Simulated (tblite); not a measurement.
# C3H13GeNSi: the cost of one run

Programs: tblite 0.8.0 and PySCF 2.14.0, with density-fitted response routines of our own. Each step states its level of theory. These are calculated values for one molecule in the gas phase, unless marked as measured. Atoms count from 0, in the outputs and in this text.

## (1) The starting structure

19 atoms, charge 0, multiplicity 1; geometry from: force field or distance geometry start.

Bonds of the start (Å): C0–C1 1.53, C1–C2 1.52, C2–Si3 1.87, Si3–Ge4 2.31, Ge4–N5 1.87, C0–H6 1.11, C0–H7 1.11, C0–H8 1.11, C1–H9 1.11, C1–H10 1.12, C2–H11 1.10, C2–H12 1.12, Si3–H13 1.46, Si3–H14 1.48, Ge4–H15 1.54, Ge4–H16 1.54, N5–H17 1.04, N5–H18 1.05.

## (2) Geometry optimisation with GFN2-xTB

The job: settings as JSON, then the geometry in Å.

```
{"job": {"kind": "relax", "xc": "GFN2-xTB", "basis": "xTB"}, "charge": 0, "multiplicity": 1}
C      2.613000     0.707000    -1.010100
C      1.570600    -0.028200    -0.171900
C      0.616400     0.940600     0.511400
Si    -0.643700     0.040900     1.557900
Ge    -1.975800    -1.306300     0.236900
N     -2.755400    -0.260500    -1.107600
H      3.202200     1.402200    -0.378500
H      2.104200     1.296900    -1.804100
H      3.297100    -0.024400    -1.482900
H      1.008300    -0.733500    -0.812800
H      2.105800    -0.626800     0.611500
H      1.164300     1.644100     1.161600
H      0.052400     1.527700    -0.252000
H     -1.487000     1.012800     2.257200
H      0.054000    -0.788300     2.559500
H     -1.107600    -2.408600    -0.409500
H     -3.084600    -1.952500     1.095100
H     -3.400800    -0.888800    -1.634400
H     -3.343300     0.455100    -0.616100
```

The run is started by

```console
$ OMP_NUM_THREADS=1 python probes_run.py task.json out
```

One launch serves the whole session: the jobs run in the order shown.

**Question.** How long does this first job take on 1 thread of Intel Xeon at 2.70GHz, shared host, and how much memory does it need?

About 2.3 s, with a peak of 0.18 GiB.
